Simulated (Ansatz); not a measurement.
# UCCSD(T)/def2-SVP (core potential) run of SnH2ClO2 (SMILES [OH][Sn]([OH])[Cl])

Aim: the electronic atomisation energy of SnH2ClO2 at UCCSD(T)/def2-SVP (core potential), from 5 runs. 

The calculation is run with Ansatz 0.2.0.

63 further runs of the same task are left out: 63 set aside as unsound or not needed.

## 1. Starting point

SnH2ClO2: 6 atoms, total charge 0, spin state doublet. As SMILES, `[OH][Sn]([OH])[Cl]`. The coordinates come from a PBE0-D4/def2-TZVP relaxation. This is one conformer, not always the lowest.

Bond lengths: O1–Sn2 1.969 Å, Sn2–O3 1.960 Å, Sn2–Cl4 2.349 Å, O1–H5 0.962 Å, O3–H6 0.964 Å. Angles: O1–Sn2–O3 101.9°, O1–Sn2–Cl4 109.1°, O3–Sn2–Cl4 108.0°, Sn2–O1–H5 114.3°, Sn2–O3–H6 110.7°.

## 2. A single-point energy at UCCSD(T)/def2-SVP (core potential)

Contents of in.yaml:

```yaml
crystal:
  periodic: [false, false, false]
  atoms:
    - {symbol: O, position_ang: [-0.447400, 1.400500, -0.158300]}
    - {symbol: Sn, position_ang: [0.371800, -0.318200, -0.659700]}
    - {symbol: O, position_ang: [1.256500, -0.847900, 1.007700]}
    - {symbol: Cl, position_ang: [-1.328200, -1.877100, -1.106600]}
    - {symbol: H, position_ang: [-1.182700, 1.666400, -0.718500]}
    - {symbol: H, position_ang: [1.372100, -0.087800, 1.589200]}
basis:
  gaussian:
    orbitals: def2-SVP
magnetization:
  spin_polarized: true
  initial_magnetization: 1
correlation:
  method: ccsd_t
  frozen_orbitals: {Cl: 5, H: 0, O: 1, Sn: 4}
accuracy: high
scf:
  omitted_lower_state_checks: [cluster_reference, increment]
```

Started as:

```sh
ansatz run in.yaml --threads 1 --pin off --max-ram 3480MiB --events-out events.jsonl --progress --plain --runs-dir runs
```

Output:

```text
Warning: RAYON_NUM_THREADS=1 ignored (pool sized by the plan → 1); use --threads N
Functional definition: HF
  name "HF"
  exchange = exact_x
  correlation = 0
these checks for a lower state are left out or cut short: cluster_reference, increment
1801 factors; integrals over basis functions are off by at most 3.3e-9 eV
mean field evaluation 1: about -22403.9105 eV, gradient 3.4e1 eV
mean field evaluation 2: about -22404.0264 eV, gradient 3.4e1 eV
mean field evaluation 4: about -22408.9602 eV, gradient 2.4e0 eV
mean field evaluation 8: about -22409.0676 eV, gradient 3.3e-1 eV
mean field evaluation 16: about -22409.0708 eV, gradient 2.9e-6 eV
mean field -22409.07080992 eV, -823.5181628509 hartree, gradient 9.4e-8 eV, S^2 0.762504; 0 other end points of the search recorded, 0 dependent functions left out
11 core orbitals not correlated: weight in the atoms' cores, before any rotation towards them, 1.000 or more for the frozen orbitals, at most 0.000 for the correlated occupied ones
reference -22409.07080992 eV, -823.5181628509 hartree; 18, 17 occupied and 53, 54 virtual orbitals, 1801 factors
second order -16.40666075 eV of doubles, -0.00000000 eV of singles
cycle   1  -16.53079192 eV  change   -1.2e-1 eV  update   1.1e-1
cycle   2  -16.91591680 eV  change   -3.9e-1 eV  update   3.4e-2
cycle   3  -17.04999496 eV  change   -1.3e-1 eV  update   2.2e-2
cycle   4  -17.05114020 eV  change   -1.1e-3 eV  update   7.5e-3
cycle   5  -17.04608429 eV  change    5.1e-3 eV  update   4.1e-3
cycle   6  -17.04696341 eV  change   -8.8e-4 eV  update   1.8e-3
cycle   7  -17.04733324 eV  change   -3.7e-4 eV  update   8.2e-4
cycle   8  -17.04748359 eV  change   -1.5e-4 eV  update   3.2e-4
cycle   9  -17.04758584 eV  change   -1.0e-4 eV  update   1.6e-4
cycle  10  -17.04750739 eV  change    7.8e-5 eV  update   6.6e-5
cycle  11  -17.04752539 eV  change   -1.8e-5 eV  update   3.5e-5
cycle  12  -17.04754365 eV  change   -1.8e-5 eV  update   1.6e-5
cycle  13  -17.04754633 eV  change   -2.7e-6 eV  update   7.8e-6
cycle  14  -17.04754704 eV  change   -7.1e-7 eV  update   3.4e-6
cycle  15  -17.04754620 eV  change    8.4e-7 eV  update   1.6e-6
cycle  16  -17.04754577 eV  change    4.3e-7 eV  update   7.3e-7
cycle  17  -17.04754595 eV  change   -1.8e-7 eV  update   2.8e-7
cycle  18  -17.04754607 eV  change   -1.2e-7 eV  update   1.6e-7
cycle  19  -17.04754608 eV  change   -6.4e-9 eV  update   7.5e-8
cycle  20  -17.04754605 eV  change    2.9e-8 eV  update   4.9e-8
cycle  21  -17.04754607 eV  change   -2.0e-8 eV  update   3.4e-8
cycle  22  -17.04754601 eV  change    6.0e-8 eV  update   9.4e-8
cycle  23  -17.04754601 eV  change  -6.7e-10 eV  update   2.7e-8
cycle  24  -17.04754601 eV  change   4.1e-10 eV  update   1.1e-8
cycle  25  -17.04754601 eV  change    1.6e-9 eV  update   6.5e-9
cycle  26  -17.04754601 eV  change   -1.2e-9 eV  update   2.8e-9
perturbative correction -0.41234472 eV, -0.0151533891 hartree
Total energy: -22426.53070066 eV, -824.1598020007 hartree
Checks for a lower state left out: cluster_reference, increment
```

Run time: 1.7 min. Hardware: 1 thread of Arm Neoverse V2, shared host; peak memory 0.84 GiB.

## 3. The Cl atom

Contents of job.yaml:

```yaml
crystal:
  periodic: [false, false, false]
  atoms:
    - {symbol: Cl, position_ang: [0.000000, 0.000000, 0.000000]}
basis:
  gaussian: {orbitals: def2-SVP}
magnetization: {spin_polarized: true, initial_magnetization: 1}
correlation: {method: ccsd_t, frozen_orbitals: {Cl: 5}}
accuracy: high
scf: {omitted_lower_state_checks: [cluster_reference, increment]}
```

Run the same way, it converges to -459.44599 Eh (log not shown).

## 4. The H atom: a single-point energy at UHF/def2-SVP

Contents of molecule.yaml:

```yaml
crystal:
  periodic: [false, false, false]
  atoms:
    - {symbol: H, position_ang: [0.000000, 0.000000, 0.000000]}
basis:
  gaussian:
    orbitals: def2-SVP
magnetization:
  spin_polarized: true
  initial_magnetization: 1
hamiltonian:
  xc: hf
accuracy: high
```

Run the same way, it converges to -0.49928 Eh (log not shown).

## 5. The O atom at the same level

Contents of job.yaml:

```yaml
crystal:
  periodic: [false, false, false]
  atoms:
    - symbol: O
      position_ang: [0.000000, 0.000000, 0.000000]
basis:
  gaussian:
    orbitals: def2-SVP
magnetization:
  spin_polarized: true
  initial_magnetization: 2
correlation:
  method: ccsd_t
  frozen_orbitals: {O: 1}
accuracy: high
scf:
  omitted_lower_state_checks: [cluster_reference, increment]
```

Started as:

```sh
ansatz run job.yaml --threads 1 --pin off --max-ram 3480MiB --events-out events.jsonl --progress --plain --runs-dir runs
```

Output:

```text
Warning: RAYON_NUM_THREADS=1 ignored (pool sized by the plan → 1); use --threads N
[... 4 set-up lines as earlier in the session ...]
these checks for a lower state are left out or cut short: cluster_reference, increment
95 factors; integrals over basis functions are off by at most 1.3e-9 eV
mean field evaluation 1: about -2033.0241 eV, gradient 7.2e0 eV
mean field evaluation 2: about -2033.0246 eV, gradient 7.2e0 eV
mean field evaluation 4: about -2033.2348 eV, gradient 6.0e-1 eV
mean field evaluation 8: about -2033.2375 eV, gradient 4.9e-4 eV
mean field evaluation 16: about -2033.2375 eV, gradient 5.3e-3 eV
mean field evaluation 32: about -2033.2375 eV, gradient 6.2e-9 eV
mean field -2033.23752658 eV, -74.7201009238 hartree, gradient 6.2e-9 eV, S^2 2.005296; 3 other end points of the search recorded, 0 dependent functions left out
1 core orbitals not correlated: weight in the atoms' cores, before any rotation towards them, 1.000 or more for the frozen orbitals, at most 0.000 for the correlated occupied ones
reference -2033.23752658 eV, -74.7201009238 hartree; 4, 2 occupied and 9, 11 virtual orbitals, 95 factors
second order -2.75656523 eV of doubles, -0.00000000 eV of singles
cycle   1  -3.08939318 eV  change   -3.3e-1 eV  update   2.4e-2
cycle   2  -3.16585358 eV  change   -7.6e-2 eV  update   7.4e-3
cycle   3  -3.17088825 eV  change   -5.0e-3 eV  update   2.2e-3
cycle   4  -3.17110714 eV  change   -2.2e-4 eV  update   6.3e-4
cycle   5  -3.17111921 eV  change   -1.2e-5 eV  update   9.8e-5
cycle   6  -3.17114512 eV  change   -2.6e-5 eV  update   1.5e-5
cycle   7  -3.17114088 eV  change    4.2e-6 eV  update   2.4e-6
cycle   8  -3.17114087 eV  change    3.5e-9 eV  update   4.8e-7
cycle   9  -3.17114092 eV  change   -5.1e-8 eV  update   7.6e-8
cycle  10  -3.17114092 eV  change   -1.3e-9 eV  update   1.2e-8
cycle  11  -3.17114091 eV  change    1.4e-8 eV  update   6.4e-9
cycle  12  -3.17114089 eV  change    2.5e-8 eV  update   8.9e-9
cycle  13  -3.17114088 eV  change    6.8e-9 eV  update   2.4e-9
cycle  14  -3.17114088 eV  change   8.1e-10 eV  update  3.3e-10
cycle  15  -3.17114088 eV  change  -2.8e-11 eV  update  8.2e-11
perturbative correction -0.02263538 eV, -0.0008318349 hartree
Total energy: -2036.43130283 eV, -74.8374700364 hartree
Checks for a lower state left out: cluster_reference, increment
```

Wall time 0.2 s (1 thread of Arm Neoverse V2, shared host).

## 6. The Sn atom at the same level

Changes to job.yaml since step 5:

```diff
@@ -3,4 +3,3 @@
   atoms:
-    - symbol: O
-      position_ang: [0.000000, 0.000000, 0.000000]
+    - {symbol: Sn, position_ang: [0.000000, 0.000000, 0.000000]}
 basis:
@@ -13,3 +12,3 @@
   method: ccsd_t
-  frozen_orbitals: {O: 1}
+  frozen_orbitals: {Sn: 4}
 accuracy: high
```

Run the same way, it converges to -213.40830 Eh (log not shown).

## 7. Summary of results

At UCCSD(T)/def2-SVP (core potential), 11 core orbitals frozen:

| quantity | value |
| --- | --- |
| molecule: total energy | -824.15980 Eh |
| molecule: correlation energy (11 core orbitals frozen) | -641.6 mEh |
| molecule: (T) correction | -15.15 mEh |
| molecule: ⟨S²⟩ of the reference determinant | 0.763 |
| molecule: T1 diagnostic | 0.015 |
| Cl atom: total energy | -459.44599 Eh |
| Cl atom: correlation energy (5 core orbitals frozen) | -126.7 mEh |
| Cl atom: (T) correction | -1.03 mEh |
| Cl atom: ⟨S²⟩ of the reference determinant | 0.755 |
| Cl atom: T1 diagnostic | 0.005 |
| H atom: total energy | -0.49928 Eh |
| H atom: ⟨S²⟩ | 0.750 |
| O atom: total energy | -74.83747 Eh |
| O atom: correlation energy (1 core orbital frozen) | -117.4 mEh |
| O atom: (T) correction | -0.83 mEh |
| O atom: ⟨S²⟩ of the reference determinant | 2.005 |
| O atom: T1 diagnostic | 0.003 |
| Sn atom: total energy | -213.40830 Eh |
| Sn atom: correlation energy (4 core orbitals frozen) | -72.2 mEh |
| Sn atom: (T) correction | -1.51 mEh |
| Sn atom: ⟨S²⟩ of the reference determinant | 2.010 |
| Sn atom: T1 diagnostic | 0.005 |
| electronic atomisation energy | 17.198 eV |

In words: Taking the molecule apart into free atoms costs 17.20 eV (1659 kJ/mol), before zero-point energy and without spin-orbit coupling. The triples (molecule) make up 2.4 % of the correlation energy. The triples (Cl atom) make up 0.8 % of the correlation energy. The triples (O atom) make up 0.7 % of the correlation energy. The triples (Sn atom) make up 2.1 % of the correlation energy.
